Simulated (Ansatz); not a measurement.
# BrCl2FH3O2Ta: the cost of one run

All numbers below are computed with Ansatz 0.2.0 (RKS PBE/def2-SVP).

### Step 1. The structure to begin with

Bond lengths: Ta1–Cl2 2.820 Å, Ta1–Cl3 2.470 Å, Ta1–O4 2.020 Å, O4–H5 1.010 Å, Ta1–O6 2.020 Å, O6–H7 1.010 Å, Ta1–F8 1.930 Å, Ta1–Br9 2.950 Å, Cl3–Br9 2.638 Å. Angles (14 of 19 angles, heavy atoms first): Cl2–Ta1–Cl3 90.0°, Cl2–Ta1–O4 90.0°, Cl2–Ta1–O6 120.0°, Cl2–Ta1–F8 120.0°, Cl2–Ta1–Br9 71.6°, Cl3–Ta1–O4 180.0°, Cl3–Ta1–O6 90.0°, Cl3–Ta1–F8 90.0°, Cl3–Ta1–Br9 57.4°, O4–Ta1–O6 90.0°, O4–Ta1–F8 90.0°, O4–Ta1–Br9 122.6°, O6–Ta1–F8 120.0°, O6–Ta1–Br9 58.7°.

Coordinates:

```xyz
10

Ta    0.0000    0.0000    0.0000
Cl    2.8200    0.0000    0.0000
Cl    0.0000    0.0000    2.4700
O     0.0000    0.0000   -2.0200
H    -0.6343   -0.7100   -2.3571
O    -1.0100    1.7493    0.0000
H    -1.4859    1.8638    0.8834
F    -0.9650   -1.6714    0.0000
Br    0.9302    2.3057    1.5878
H     2.3056    1.2900    0.8884
```

### Step 2. Pulling towards end A

Springs on the bonds that form and break draw the guess towards this end; the thresholds are loose.

input.yaml

```yaml
crystal:
  periodic: [false, false, false]
  atoms:
    - { symbol: Ta, position_ang: [0.0, 0.0, 0.0] }
    - { symbol: Cl, position_ang: [2.82, 0.0, 0.0] }
    - { symbol: Cl, position_ang: [0.0, 0.0, 2.47] }
    - { symbol: O, position_ang: [0.0, 0.0, -2.02] }
    - { symbol: H, position_ang: [-0.6343, -0.71, -2.3571] }
    - { symbol: O, position_ang: [-1.01, 1.7493, 0.0] }
    - { symbol: H, position_ang: [-1.4859, 1.8638, 0.8834] }
    - { symbol: F, position_ang: [-0.965, -1.6714, 0.0] }
    - { symbol: Br, position_ang: [0.9302, 2.3057, 1.5878] }
    - { symbol: H, position_ang: [2.3056, 1.29, 0.8884] }
basis:
  gaussian: { orbitals: def2-SVP }
hamiltonian:
  xc: pbe
relax:
  f_tol: 0.15
  max_steps: 25
  restrain:
    - { distance: [0, 8], at: 3.85, k: 30.0 }
    - { distance: [9, 1], at: 2.57, k: 30.0 }
    - { distance: [0, 1], at: 2.47, k: 30.0 }
    - { distance: [9, 8], at: 1.55, k: 30.0 }
```

The run is started by

```console
> ansatz run input.yaml --threads 4 --pin off --max-ram 5120MiB --backend cpu --events-out ev --progress --plain --runs-dir out
```

Q: Estimate wall time and peak memory on 4 threads of Intel Xeon Platinum 8259CL at 2.50GHz (Skylake/Cascade Lake), shared host.

About 83 s, with a peak of 0.29 GiB.
